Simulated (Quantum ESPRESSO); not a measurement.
**NbCu: equation of state with PBE**

Crystal: NbCu.

```xyz
2
Lattice="0.0000 2.5622 2.5622 2.5622 0.0000 2.5622 2.5622 2.5622 0.0000" Properties=species:S:1:pos:R:3 pbc="T T T"
Nb    0.0000    0.0000    0.0000
Cu    2.5622    2.5622    2.5622
```

The cell was built by a generator and needn't be a form met in nature.

```
Program             : Quantum ESPRESSO 7.5
Task                : equation of state
Functional          : PBE
Potentials or basis : SSSP 1.3 efficiency PBE
Cutoff              : 748 eV
Density cutoff      : 5987 eV
k mesh              : 9 × 9 × 9
Occupations         : fermi-dirac, width 0.05 eV
Spin                : no spin polarisation
Mixing beta         : 0.5
Most SCF iterations : 120
SCF threshold       : 4e-10 Ry
```

| Quantity | Value |
| --- | --- |
| Equilibrium volume | 16.83 Å³/atom |
| Bulk modulus | 144 GPa |
| Pressure derivative of the bulk modulus | 4.5 |

Energy against volume, from the lowest point:
| volume (Å³/atom) | energy (meV/atom) |
| --- | --- |
| 15.811 | 31.09 |
| 16.148 | 13.42 |
| 16.484 | 3.32 |
| 16.821 | 0.00 |
| 17.157 | 2.73 |
| 17.494 | 10.84 |
| 17.830 | 23.86 |

All runs of the series together: 3.6 min on 1 thread of Arm Neoverse V1, on a shared host.
